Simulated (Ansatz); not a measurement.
# SiC: a line through an energy map

How does the energy of SiC (P6_3mc, No. 186; 4 atoms in the cell) vary with c/a of the conventional cell at fixed volume, at shift of C3 along [0 0 1] = 0.151 Å?

Program: Ansatz 0.2.0. Level of theory: DFT PBE, scalar-relativistic, plane waves, PAW. These are calculated values, not measurements.

17 further runs of the same task are left out: 17 set aside as unsound or not needed.

### 1 The system as given

Symmetry: P6_3mc, No. 186, hexagonal system. The conventional cell has a = 3.092 Å, b = 3.092 Å, c = 5.074 Å, α = 90.00°, β = 90.00°, γ = 120.00°. Around Si (site symmetry 3m) lie 4 C at 1.89 to 1.91 Å. Around C (site symmetry 3m) lie 4 Si at 1.89 to 1.91 Å.

Structure file:

```cif
data_structure
_symmetry_space_group_name_H-M 'P6_3mc'
_symmetry_Int_Tables_number 186
_cell_length_a 3.0920
_cell_length_b 3.0920
_cell_length_c 5.0739
_cell_angle_alpha 90.000
_cell_angle_beta 90.000
_cell_angle_gamma 120.000
_cell_volume 42.01
loop_
_atom_site_label
_atom_site_type_symbol
_atom_site_symmetry_multiplicity
_atom_site_Wyckoff_symbol
_atom_site_fract_x
_atom_site_fract_y
_atom_site_fract_z
_atom_site_occupancy
Si1 Si 2 b 0.33333 0.66667 0.00456 1
C1 C 2 b 0.33333 0.66667 0.38044 1
```

It is the result of an earlier relaxation at this level (volume 10.50 Å³/atom; gap on the mesh: 2.31 eV).

### 2 What is varied

Atoms count from 1 in the order of the input.

The energy is mapped over a free internal coordinate and the cell.

- shift of C3 along [0 0 1], its symmetry partners moved as symmetry demands (measured in the relaxed cell): 7 values from −0.227 to 0.227 Å
- c/a of the conventional cell at fixed volume: 7 values from 1.510 to 1.772

Nothing else is relaxed (all other coordinates fixed). Energies count from the relaxed crystal. Points are written as (first, second).

### 3 Point (0.151 Å, 1.510)

Contents of input.yaml:

```yaml
crystal:
  lattice:
    - [3.1791678455, 0.0, 0.0]
    - [-1.5895839227, 2.7532401171, 0.0]
    - [0.0, 0.0, 4.7995896963]
  atoms:
    - { symbol: Si, position: [0.3333333333, 0.6666666667, 0.0045639005] }
    - { symbol: Si, position: [0.6666666667, 0.3333333333, 0.5045639005] }
    - { symbol: C, position: [0.3333333333, 0.6666666667, 0.4102553796] }
    - { symbol: C, position: [0.6666666667, 0.3333333333, 0.9102553796] }
basis:
  ecutwfc: 520.0
kpoints:
  mp_grid: { grid: [12, 12, 6] }
hamiltonian:
  xc: pbe
  pseudopotentials: { kind: paw, azcp: { folder: soft_1 } }
scf:
  occupations: { method: gaussian, width: 0.05 }
output:
  forces: true
  stress: true
  eigenvalues: true
```

On the command line:

```
ansatz run input.yaml --threads 1 --pin off --max-ram 2048MiB --backend cpu --events-out ev --progress --plain --runs-dir out
```

Log (excerpt; [...] marks lines left out):

```text
Warning: RAYON_NUM_THREADS=1 ignored (pool sized by the plan → 1); use --threads N
[...]
Pseudopotentials: kind: paw
Pseudopotential: Si, paw, valence charge 4, recommended cutoff 420 eV (normal), <dir>
Pseudopotential: C, paw, valence charge 4, recommended cutoff 420 eV (normal), <dir>
Functional definition: PBE
[...]
Crystal: 4 atoms, lattice volume = 42.011 Å³
Basis set: ecut = 520 eV, 1103 PW (Γ), exchange–correlation on 48×48×72 points (8 copies of the dense FFT grid, shifted against one another)
Bands: 12, of which v1, the nominal top of the filled ones, is band 8 counted from 1 (7 counted from 0)
Symmetry: 12 space group operations
Space group: P63mc (ITA 186), of the structure as read, at distance tolerance 3.5e-5 Å
k-points: 76 of 864 (time reversal used)
[...]
SCF iter   1: F=—  HF=-1776.850037 eV  |F-HF|=—  |Δ(HF+E_count)|=         —  Δρ=1.36e-1  dr2=9.55e0  ethr=3.10e-3  ⟨swp⟩=6.0  Hψ=6529  notcnv=0
[...]
SCF iter   7: F=-1773.900033 eV  HF=-1773.900033 eV  |F-HF|=2.07e-8  |Δ(HF+E_count)|=   3.89e-7  Δρ=1.33e-5  dr2=4.20e-8  ethr=6.25e-10  ⟨swp⟩=3.5  Hψ=4147  notcnv=0
[...]
SCF converged after 7 iterations
Free energy (F): -1773.900033 eV
[...]
E sigma→0 (E₀):  -1773.900033 eV
Fermi energy:    10.926922 eV
[...]
--- Forces (eV/Å), atoms counted from 1 ---
  atom   1  Si    -0.00000000    -0.00000000     1.34743727
  atom   2  Si     0.00000000     0.00000000     1.34743727
  atom   3  C     -0.00000000    -0.00000000    -1.34746836
  atom   4  C      0.00000000     0.00000000    -1.34746836
[...]
--- Stress (GPa, compression-positive) ---
       -9.819515      -0.000000      -0.000000
       -0.000000      -9.819515       0.000000
       -0.000000       0.000000      15.348016
  P = ⅓ Tr σ = -1.4303 GPa (-14.303 kbar)
--- Band table (eV; the first three rows and the last of 76) ---
  k-point 0: bands = ["-6.0077", "-1.9349", "1.3951", "7.4496", "7.4496", "9.1123", "9.1123", "10.4074", "12.6987", "15.3424", "15.3424", "15.6784"]
[...]
```

Wall time 9.6 s (1 thread of Arm Neoverse N1, shared host); peak memory 0.33 GiB.

Energy on the map's scale: 105 meV/atom.

### 4 Changed: dispersion d3bj, lower_state_search off, ecutwfc left out

Changes to input.yaml since step 3:

```diff
@@ -10,4 +10,2 @@
     - { symbol: C, position: [0.6666666667, 0.3333333333, 0.9102553796] }
-basis:
-  ecutwfc: 520.0
 kpoints:
@@ -17,7 +15,9 @@
   pseudopotentials: { kind: paw, azcp: { folder: soft_1 } }
+  dispersion: d3bj
 scf:
   occupations: { method: gaussian, width: 0.05 }
+  lower_state_search: "off"
 output:
   forces: true
+  eigenvalues: true
   stress: true
-  eigenvalues: true
```

On the command line:

```
ansatz run input.yaml --threads 1 --pin off --max-ram 2048MiB --backend cpu --events-out ev --progress --plain --runs-dir out
```

Log (excerpt; [...] marks lines left out):

```text
Warning: RAYON_NUM_THREADS=1 ignored (pool sized by the plan → 1); use --threads N
[...]
Pseudopotentials: kind: paw
Pseudopotential: Si, paw, valence charge 4, recommended cutoff 420 eV (normal), <dir>
Pseudopotential: C, paw, valence charge 4, recommended cutoff 420 eV (normal), <dir>
Functional definition: PBE
[...]
Crystal: 4 atoms, lattice volume = 42.011 Å³
Basis set: ecut = 420 eV, 809 PW (Γ), exchange–correlation on 48×48×72 points (8 copies of the dense FFT grid, shifted against one another)
Bands: 12, of which v1, the nominal top of the filled ones, is band 8 counted from 1 (7 counted from 0)
Symmetry: 12 space group operations
Space group: P63mc (ITA 186), of the structure as read, at distance tolerance 3.5e-5 Å
k-points: 76 of 864 (time reversal used)
[...]
SCF iter   1: F=—  HF=-1778.028899 eV  |F-HF|=—  |Δ(HF+E_count)|=         —  Δρ=1.36e-1  dr2=9.55e0  ethr=3.10e-3  ⟨swp⟩=6.0  Hψ=6488  notcnv=0
[...]
SCF iter   7: F=-1775.079631 eV  HF=-1775.079631 eV  |F-HF|=1.74e-8  |Δ(HF+E_count)|=   3.35e-7  Δρ=1.22e-5  dr2=3.57e-8  ethr=6.25e-10  ⟨swp⟩=3.5  Hψ=4134  notcnv=0
[...]
SCF converged after 7 iterations
Free energy (F): -1775.079631 eV
[...]
E sigma→0 (E₀):  -1775.079631 eV
Fermi energy:    10.927171 eV
[...]
--- Forces (eV/Å), atoms counted from 1 ---
  atom   1  Si    -0.00000000    -0.00000000     1.34989066
  atom   2  Si     0.00000000     0.00000000     1.34989066
  atom   3  C      0.00000000    -0.00000000    -1.34991375
  atom   4  C      0.00000000     0.00000000    -1.34991375
[...]
--- Stress (GPa, compression-positive) ---
      -14.405115      -0.000000      -0.000000
       -0.000000     -14.405115       0.000000
       -0.000000       0.000000      10.862681
  P = ⅓ Tr σ = -5.9825 GPa (-59.825 kbar)
--- Band table (eV; the first three rows and the last of 76) ---
  k-point 0: bands = ["-6.0076", "-1.9350", "1.3951", "7.4499", "7.4499", "9.1126", "9.1126", "10.4078", "12.6988", "15.3426", "15.3426", "15.6782"]
[...]
```

It took 7.4 s on 1 thread of Arm Neoverse N1, shared host; peak memory 0.31 GiB.

```tsv
run	ending	energy change	pressure (GPa)	gap (eV)	force (eV/Å)	cycles	time
step 3	converged	0	-1.4	1.04	1.35	7	9.6 s
variant	converged	-294.9 meV/atom (offset of the dispersion model)	-6.0	1.04	1.35	7	7.4 s
```

Changing the dispersion term, search for lower states and cutoff moves the energy by -294.9 meV/atom, and the pressure goes from -1.4 to -6.0 GPa.

### 5 The run at (0.151 Å, 1.553)

Changes to input.yaml since step 3:

```diff
@@ -2,5 +2,5 @@
   lattice:
-    - [3.1791678455, 0.0, 0.0]
-    - [-1.5895839227, 2.7532401171, 0.0]
-    - [0.0, 0.0, 4.7995896963]
+    - [3.1490718908, 0.0, 0.0]
+    - [-1.5745359454, 2.7271762558, 0.0]
+    - [0.0, 0.0, 4.8917682752]
   atoms:
```

On the command line:

```
ansatz run input.yaml --threads 1 --pin off --max-ram 2048MiB --backend cpu --events-out ev --progress --plain --runs-dir out
```

Log (excerpt; [...] marks lines left out):

```text
[...]
SCF converged after 7 iterations
Free energy (F): -1773.994060 eV
[...]
E sigma→0 (E₀):  -1773.994060 eV
Fermi energy:    11.002926 eV
[...]
--- Forces (eV/Å), atoms counted from 1 ---
  atom   1  Si    -0.00000000    -0.00000000     1.57659068
  atom   2  Si     0.00000000     0.00000000     1.57659068
  atom   3  C     -0.00000000    -0.00000000    -1.57659296
  atom   4  C      0.00000000     0.00000000    -1.57659296
[...]
--- Stress (GPa, compression-positive) ---
       -4.890560      -0.000000       0.000000
        0.000000      -4.890560       0.000000
        0.000000       0.000000       7.690576
  P = ⅓ Tr σ = -0.6968 GPa (-6.968 kbar)
--- Band table (eV; the first three rows and the last of 76) ---
  k-point 0: bands = ["-6.0121", "-2.2060", "1.3583", "7.5856", "7.5856", "9.0783", "9.0783", "10.3476", "13.1431", "15.5523", "15.5523", "15.7546"]
[...]
```

Run time: 9.8 s. Hardware: 1 thread of Arm Neoverse N1, shared host; peak memory 0.33 GiB.

Energy on the map's scale: 81 meV/atom.

### 6 The run at (0.151 Å, 1.597)

Changes to input.yaml since step 5:

```diff
@@ -2,5 +2,5 @@
   lattice:
-    - [3.1490718908, 0.0, 0.0]
-    - [-1.5745359454, 2.7271762558, 0.0]
-    - [0.0, 0.0, 4.8917682752]
+    - [3.1200190218, 0.0, 0.0]
+    - [-1.5600095109, 2.7020157332, 0.0]
+    - [0.0, 0.0, 4.9832943816]
   atoms:
```

On the command line:

```
ansatz run input.yaml --threads 1 --pin off --max-ram 2048MiB --backend cpu --events-out ev --progress --plain --runs-dir out
```

Log (excerpt; [...] marks lines left out):

```text
Warning: RAYON_NUM_THREADS=1 ignored (pool sized by the plan → 1); use --threads N
[...]
Pseudopotentials: kind: paw
Pseudopotential: Si, paw, valence charge 4, recommended cutoff 420 eV (normal), <dir>
Pseudopotential: C, paw, valence charge 4, recommended cutoff 420 eV (normal), <dir>
Functional definition: PBE
[...]
Crystal: 4 atoms, lattice volume = 42.011 Å³
Basis set: ecut = 520 eV, 1105 PW (Γ), exchange–correlation on 48×48×80 points (8 copies of the dense FFT grid, shifted against one another)
Bands: 12, of which v1, the nominal top of the filled ones, is band 8 counted from 1 (7 counted from 0)
Symmetry: 12 space group operations
Space group: P63mc (ITA 186), of the structure as read, at distance tolerance 3.5e-5 Å
k-points: 76 of 864 (time reversal used)
[...]
SCF iter   1: F=—  HF=-1777.019807 eV  |F-HF|=—  |Δ(HF+E_count)|=         —  Δρ=1.37e-1  dr2=9.71e0  ethr=3.10e-3  ⟨swp⟩=5.9  Hψ=6460  notcnv=0
[...]
the search or the solves at the SCF's close seem to have found levels that the self-consistency loop had missed (the run counts 2). By its estimate they hold under 1e-12 electrons; where the run keeps them, the occupations were computed again with them
[...]
SCF converged after 8 iterations
Free energy (F): -1774.026019 eV
[...]
E sigma→0 (E₀):  -1774.026019 eV
Fermi energy:    11.057890 eV
[...]
--- Forces (eV/Å), atoms counted from 1 ---
  atom   1  Si    -0.00000000    -0.00000000     1.73306448
  atom   2  Si     0.00000000     0.00000000     1.73306448
  atom   3  C      0.00000000    -0.00000000    -1.73305613
  atom   4  C      0.00000000     0.00000000    -1.73305613
[...]
--- Stress (GPa, compression-positive) ---
        0.251180      -0.000000       0.000000
        0.000000       0.251180      -0.000000
        0.000000      -0.000000       0.872118
  P = ⅓ Tr σ = 0.4582 GPa (4.582 kbar)
--- Band table (eV; the first three rows and the last of 76) ---
  k-point 0: bands = ["-6.0228", "-2.4713", "1.3283", "7.7134", "7.7134", "9.0500", "9.0500", "10.2506", "13.5792", "15.6656", "15.7646", "15.7646"]
[...]
```

It took 14 s on 1 thread of Arm Neoverse N1, shared host; peak memory 0.33 GiB.

On the map this point reads 73 meV/atom.

### 7 Grid point (0.151 Å, 1.641)

Changes to input.yaml since step 6:

```diff
@@ -2,5 +2,5 @@
   lattice:
-    - [3.1200190218, 0.0, 0.0]
-    - [-1.5600095109, 2.7020157332, 0.0]
-    - [0.0, 0.0, 4.9832943816]
+    - [3.092036603, 0.0, 0.0]
+    - [-1.5460183015, 2.6777822476, 0.0]
+    - [0.0, 0.0, 5.0738984874]
   atoms:
```

On the command line:

```
ansatz run input.yaml --threads 1 --pin off --max-ram 2048MiB --backend cpu --events-out ev --progress --plain --runs-dir out
```

Log (excerpt; [...] marks lines left out):

```text
Warning: RAYON_NUM_THREADS=1 ignored (pool sized by the plan → 1); use --threads N
[...]
Pseudopotentials: kind: paw
Pseudopotential: Si, paw, valence charge 4, recommended cutoff 420 eV (normal), <dir>
Pseudopotential: C, paw, valence charge 4, recommended cutoff 420 eV (normal), <dir>
Functional definition: PBE
[...]
Crystal: 4 atoms, lattice volume = 42.011 Å³
Basis set: ecut = 520 eV, 1099 PW (Γ), exchange–correlation on 48×48×80 points (8 copies of the dense FFT grid, shifted against one another)
Bands: 12, of which v1, the nominal top of the filled ones, is band 8 counted from 1 (7 counted from 0)
Symmetry: 12 space group operations
Space group: P63mc (ITA 186), of the structure as read, at distance tolerance 3.5e-5 Å
k-points: 76 of 864 (time reversal used)
[...]
SCF iter   1: F=—  HF=-1777.053019 eV  |F-HF|=—  |Δ(HF+E_count)|=         —  Δρ=1.39e-1  dr2=9.87e0  ethr=3.10e-3  ⟨swp⟩=5.9  Hψ=6510  notcnv=0
[...]
SCF iter   8: F=-1774.002102 eV  HF=-1774.002102 eV  |F-HF|=2.28e-10  |Δ(HF+E_count)|=   3.17e-8  Δρ=7.35e-7  dr2=1.48e-10  ethr=6.25e-10  ⟨swp⟩=5.0  Hψ=3420  notcnv=0
[...]
SCF converged after 8 iterations
Free energy (F): -1774.002102 eV
[...]
E sigma→0 (E₀):  -1774.002102 eV
Fermi energy:    11.094317 eV
[...]
--- Forces (eV/Å), atoms counted from 1 ---
  atom   1  Si     0.00000000    -0.00000000     1.82977763
  atom   2  Si    -0.00000000     0.00000000     1.82977763
  atom   3  C     -0.00000000    -0.00000000    -1.82977520
  atom   4  C      0.00000000     0.00000000    -1.82977520
[...]
--- Stress (GPa, compression-positive) ---
        5.555002      -0.000000       0.000000
        0.000000       5.555002       0.000000
        0.000000       0.000000      -5.137816
  P = ⅓ Tr σ = 1.9907 GPa (19.907 kbar)
--- Band table (eV; the first three rows and the last of 76) ---
  k-point 0: bands = ["-6.0392", "-2.7288", "1.3034", "7.8334", "7.8334", "9.0281", "9.0281", "10.1225", "14.0044", "15.3087", "15.9774", "15.9774"]
[...]
```

It took 9.6 s on 1 thread of Arm Neoverse N1, shared host; peak memory 0.33 GiB.

On the map this point reads 79 meV/atom.

### 8 Grid point (0.151 Å, 1.685)

Changes to input.yaml since step 7:

```diff
@@ -2,5 +2,5 @@
   lattice:
-    - [3.092036603, 0.0, 0.0]
-    - [-1.5460183015, 2.6777822476, 0.0]
-    - [0.0, 0.0, 5.0738984874]
+    - [3.0650400263, 0.0, 0.0]
+    - [-1.5325200132, 2.6544025264, 0.0]
+    - [0.0, 0.0, 5.1636729323]
   atoms:
```

On the command line:

```
ansatz run input.yaml --threads 1 --pin off --max-ram 2048MiB --backend cpu --events-out ev --progress --plain --runs-dir out
```

Log (excerpt; [...] marks lines left out):

```text
[...]
SCF converged after 7 iterations
Free energy (F): -1773.928190 eV
[...]
E sigma→0 (E₀):  -1773.928190 eV
Fermi energy:    11.114861 eV
[...]
--- Forces (eV/Å), atoms counted from 1 ---
  atom   1  Si     0.00000000     0.00000000     1.87824251
  atom   2  Si    -0.00000000     0.00000000     1.87824251
  atom   3  C      0.00000000    -0.00000000    -1.87810828
  atom   4  C     -0.00000000     0.00000000    -1.87810828
[...]
--- Stress (GPa, compression-positive) ---
       10.996374      -0.000000      -0.000000
       -0.000000      10.996374       0.000000
       -0.000000       0.000000     -10.404043
  P = ⅓ Tr σ = 3.8629 GPa (38.629 kbar)
--- Band table (eV; the first three rows and the last of 76) ---
  k-point 0: bands = ["-6.0612", "-2.9780", "1.2821", "7.9467", "7.9467", "9.0127", "9.0127", "9.9686", "14.4179", "14.7935", "16.1900", "16.1900"]
[...]
```

Run time: 9.1 s. Hardware: 1 thread of Arm Neoverse N1, shared host; peak memory 0.33 GiB.

On the map this point reads 98 meV/atom.

### 9 The run at (0.151 Å, 1.728)

Changes to input.yaml since step 8:

```diff
@@ -2,5 +2,5 @@
   lattice:
-    - [3.0650400263, 0.0, 0.0]
-    - [-1.5325200132, 2.6544025264, 0.0]
-    - [0.0, 0.0, 5.1636729323]
+    - [3.0389289587, 0.0, 0.0]
+    - [-1.5194644794, 2.6317896786, 0.0]
+    - [0.0, 0.0, 5.2527887052]
   atoms:
```

On the command line:

```
ansatz run input.yaml --threads 1 --pin off --max-ram 2048MiB --backend cpu --events-out ev --progress --plain --runs-dir out
```

Log (excerpt; [...] marks lines left out):

```text
[...]
SCF converged after 7 iterations
Free energy (F): -1773.809277 eV
[...]
E sigma→0 (E₀):  -1773.809277 eV
Fermi energy:    11.011590 eV
[...]
--- Forces (eV/Å), atoms counted from 1 ---
  atom   1  Si     0.00000000     0.00000000     1.88784131
  atom   2  Si    -0.00000000     0.00000000     1.88784131
  atom   3  C     -0.00000000     0.00000000    -1.88788998
  atom   4  C      0.00000000     0.00000000    -1.88788998
[...]
--- Stress (GPa, compression-positive) ---
       16.559122      -0.000000      -0.000000
       -0.000000      16.559122      -0.000000
       -0.000000       0.000000     -14.999129
  P = ⅓ Tr σ = 6.0397 GPa (60.397 kbar)
--- Band table (eV; the first three rows and the last of 76) ---
  k-point 0: bands = ["-6.0884", "-3.2193", "1.2635", "8.0541", "8.0541", "9.0035", "9.0035", "9.7933", "14.2394", "14.8189", "16.4024", "16.4024"]
[...]
```

Run time: 9.2 s. Hardware: 1 thread of Arm Neoverse N1, shared host; peak memory 0.33 GiB.

On the map this point reads 127 meV/atom.

### 10 Point (0.151 Å, 1.772)

Changes to input.yaml since step 9:

```diff
@@ -2,5 +2,5 @@
   lattice:
-    - [3.0389289587, 0.0, 0.0]
-    - [-1.5194644794, 2.6317896786, 0.0]
-    - [0.0, 0.0, 5.2527887052]
+    - [3.013742192, 0.0, 0.0]
+    - [-1.506871096, 2.6099772987, 0.0]
+    - [0.0, 0.0, 5.3409539127]
   atoms:
```

On the command line:

```
ansatz run input.yaml --threads 1 --pin off --max-ram 2048MiB --backend cpu --events-out ev --progress --plain --runs-dir out
```

Log (excerpt; [...] marks lines left out):

```text
[...]
SCF converged after 7 iterations
Free energy (F): -1773.650473 eV
[...]
E sigma→0 (E₀):  -1773.650473 eV
Fermi energy:    10.843710 eV
[...]
--- Forces (eV/Å), atoms counted from 1 ---
  atom   1  Si     0.00000000    -0.00000000     1.86654904
  atom   2  Si    -0.00000000     0.00000000     1.86654904
  atom   3  C     -0.00000000    -0.00000000    -1.86655610
  atom   4  C      0.00000000     0.00000000    -1.86655610
[...]
--- Stress (GPa, compression-positive) ---
       22.204583      -0.000000       0.000000
       -0.000000      22.204583      -0.000000
        0.000000       0.000000     -18.962045
  P = ⅓ Tr σ = 8.4824 GPa (84.824 kbar)
--- Band table (eV; the first three rows and the last of 76) ---
  k-point 0: bands = ["-6.1204", "-3.4517", "1.2467", "8.1561", "8.1561", "9.0006", "9.0006", "9.6016", "13.6941", "15.2041", "16.6132", "16.6132"]
[...]
```

It took 9.2 s on 1 thread of Arm Neoverse N1, shared host; peak memory 0.33 GiB.

That is 167 meV/atom from the zero.

### 11 The line in numbers

| c/a of the conventional cell at fixed volume | step | energy (meV/atom) | slope (meV/atom per unit) | pressure (GPa) | band gap on the k-mesh (eV) | largest force on an atom (eV/Å) |
| --- | --- | --- | --- | --- | --- | --- |
| 1.510 | 3 | 105 | −729 | −1.4 | 1.04 | 1.35 |
| 1.553 | 5 | 81 | −354 | −0.7 | 1.31 | 1.58 |
| 1.597 | 6 | 73 | −17 | 0.5 | 1.62 | 1.73 |
| 1.641 | 7 | 79 | 285 | 2.0 | 1.95 | 1.83 |
| 1.685 | 8 | 98 | 555 | 3.9 | 2.29 | 1.88 |
| 1.728 | 9 | 127 | 798 | 6.0 | 2.44 | 1.89 |
| 1.772 | 10 | 167 | 1015 | 8.5 | 2.48 | 1.87 |

Energies count from the relaxed crystal. Slopes come from the forces (and the stress, where the cell changes), not from differences of energies.

```tsv
run	outcome
step 4, run with dispersion d3bj, lower_state_search off, ecutwfc left out (against step 3)	-294.9 meV/atom; the pressure goes from -1.4 to -6.0 GPa
```

Along the line the energy is lowest at 1.597, 73 meV/atom from the zero. A fit to energies and slopes at the lowest point and its two neighbours puts the minimum at 1.5996, with a curvature of about 7200 meV/atom per (unit)². The well is lopsided: two grid steps out, the energy rises by 31 meV/atom towards smaller values and 24 meV/atom towards larger ones. The highest point computed, at 1.772, lies 94 meV/atom above the lowest. This is one cut through a surface in two coordinates; the map's lowest point lies off it.

The gaps are Kohn-Sham values of a semilocal functional, not quasiparticle or optical gaps. Such gaps usually fall short of the measured ones.
